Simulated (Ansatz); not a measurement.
**SVWN5/cc-pVDZ run of CH6GeO (SMILES C[O][GeH3])**

What is the vertical ionisation energy of CH6GeO at SVWN5/cc-pVDZ? 

The calculation is run with Ansatz 0.2.0.

64 further runs of the same task are left out: 64 set aside as unsound or not needed.

**1. The molecule**

The species is CH6GeO (9 atoms), meant as a singlet with charge 0. SMILES: `C[O][GeH3]`. Geometry: relaxed at PBE0-D4/def2-TZVP.

Bond lengths: C1–O2 1.406 Å, O2–Ge3 1.779 Å, C1–H4 1.093 Å, C1–H5 1.099 Å, C1–H6 1.099 Å, Ge3–H7 1.542 Å, Ge3–H8 1.531 Å, Ge3–H9 1.542 Å. Some angles: C1–O2–Ge3 117.8°, O2–C1–H4 108.1°, O2–C1–H5 112.2°, O2–C1–H6 112.2°, O2–Ge3–H7 108.9°, O2–Ge3–H8 104.9°, O2–Ge3–H9 108.9°, H4–C1–H5 108.0°, H4–C1–H6 108.0°, H5–C1–H6 108.1°.

**2. The energy at SVWN5/cc-pVDZ**

Contents of in.yaml:

```yaml
basis:
  gaussian: {orbitals: cc-pVDZ}
crystal:
  periodic: [false, false, false]
  atoms:
    - symbol: C
      position_ang: [-0.461600, 0.939500, -0.879600]
    - symbol: O
      position_ang: [-0.657300, -0.383600, -0.447300]
    - symbol: Ge
      position_ang: [0.409500, -1.004400, 0.834300]
    - symbol: H
      position_ang: [-1.194400, 1.152600, -1.661500]
    - symbol: H
      position_ang: [0.540900, 1.094500, -1.301500]
    - symbol: H
      position_ang: [-0.607700, 1.666800, -0.069200]
    - symbol: H
      position_ang: [1.870200, -0.939000, 0.345100]
    - symbol: H
      position_ang: [-0.054100, -2.444000, 1.070300]
    - symbol: H
      position_ang: [0.242900, -0.128600, 2.092200]
hamiltonian: {xc: {name: SVWN5}}
accuracy: high
output: {orbitals: {seedname: orbitals}}
```

Command:

```console
ansatz run in.yaml --threads 1 --pin off --max-ram 3480MiB --events-out events.jsonl --progress --plain --runs-dir runs
```

What it wrote:

```text
Warning: RAYON_NUM_THREADS=1 ignored (pool sized by the plan → 1); use --threads N
Functional definition: SVWN5
  name "SVWN5"
  exchange = slater_x
  correlation = vwn5_c
2014 factors; integrals over basis functions are off by at most 4.4e-9 eV
mean field evaluation 1: about -59581.0378 eV, gradient 5.3e1 eV
mean field evaluation 2: about -59545.9973 eV, gradient 1.4e2 eV
mean field evaluation 4: about -59587.1623 eV, gradient 1.1e1 eV
mean field evaluation 8: about -59587.3903 eV, gradient 3.2e-1 eV
mean field evaluation 16: about -59587.3905 eV, gradient 1.5e-5 eV
mean field -59587.39048962 eV, -2189.7962107098 hartree, gradient 6.5e-8 eV, S^2 0.000000; 0 other end points of the search recorded, 0 dependent functions left out
reference -59587.39049301 eV, -2189.7962108342 hartree; 26, 26 occupied and 59, 59 virtual orbitals, 2014 factors
Total energy: -59587.39049301 eV, -2189.7962108342 hartree
```

Run time: 4.2 s. Hardware: 1 thread of Arm Neoverse V2, shared host; peak memory 0.21 GiB.

**3. The doublet cation, same level**

Contents of run.yaml:

```yaml
crystal:
  periodic: [false, false, false]
  atoms:
    - {symbol: C, position_ang: [-0.461600, 0.939500, -0.879600]}
    - {symbol: O, position_ang: [-0.657300, -0.383600, -0.447300]}
    - {symbol: Ge, position_ang: [0.409500, -1.004400, 0.834300]}
    - {symbol: H, position_ang: [-1.194400, 1.152600, -1.661500]}
    - {symbol: H, position_ang: [0.540900, 1.094500, -1.301500]}
    - {symbol: H, position_ang: [-0.607700, 1.666800, -0.069200]}
    - {symbol: H, position_ang: [1.870200, -0.939000, 0.345100]}
    - {symbol: H, position_ang: [-0.054100, -2.444000, 1.070300]}
    - {symbol: H, position_ang: [0.242900, -0.128600, 2.092200]}
basis:
  gaussian:
    orbitals: cc-pVDZ
total_charge: 1
magnetization:
  spin_polarized: true
  initial_magnetization: 1
hamiltonian:
  xc: {name: SVWN5}
accuracy: high
output: {orbitals: {seedname: orbitals}}
```

Command:

```console
ansatz run run.yaml --threads 1 --pin off --max-ram 3480MiB --events-out events.jsonl --progress --plain --runs-dir runs
```

What it wrote:

```text
Warning: RAYON_NUM_THREADS=1 ignored (pool sized by the plan → 1); use --threads N
[... 4 set-up lines as earlier in the session ...]
2015 factors; integrals over basis functions are off by at most 4.4e-9 eV
mean field evaluation 1: about -59557.2661 eV, gradient 6.5e1 eV
mean field evaluation 2: about -59333.0050 eV, gradient 1.6e2 eV
mean field evaluation 4: about -59570.8763 eV, gradient 4.0e1 eV
mean field evaluation 8: about -59577.7032 eV, gradient 4.7e-1 eV
mean field evaluation 16: about -59577.7040 eV, gradient 7.0e-4 eV
mean field evaluation 32: about -59576.8829 eV, gradient 7.1e0 eV
mean field -59577.70396524 eV, -2189.4402375042 hartree, gradient 3.0e-8 eV, S^2 0.752245; 5 other end points of the search recorded, 0 dependent functions left out
reference -59577.70396865 eV, -2189.4402376297 hartree; 26, 25 occupied and 59, 60 virtual orbitals, 2015 factors
Total energy: -59577.70396865 eV, -2189.4402376297 hartree
```

It took 7.2 s on 1 thread of Arm Neoverse V2, shared host; peak memory 0.26 GiB.

**4. Results**

Level: SVWN5/cc-pVDZ.

```
                                          quantity           value
                      singlet CH6GeO: total energy  -2189.79621 Eh
                       singlet CH6GeO: HOMO energy        -6.01 eV
                       singlet CH6GeO: LUMO energy        -0.55 eV
                     singlet CH6GeO: HOMO–LUMO gap         5.47 eV
                      doublet cation: total energy  -2189.44024 Eh
doublet cation: HOMO energy (highest over α and β)       -13.85 eV
 doublet cation: LUMO energy (lowest over α and β)       -13.22 eV
                              doublet cation: ⟨S²⟩           0.752
vertical ionisation energy (to the doublet cation)        9.687 eV
```

In words: Removing an electron at fixed nuclei costs 9.69 eV (223 kcal/mol). The negative HOMO energy of the first species, 6.01 eV, lies 3.67 eV below that difference.
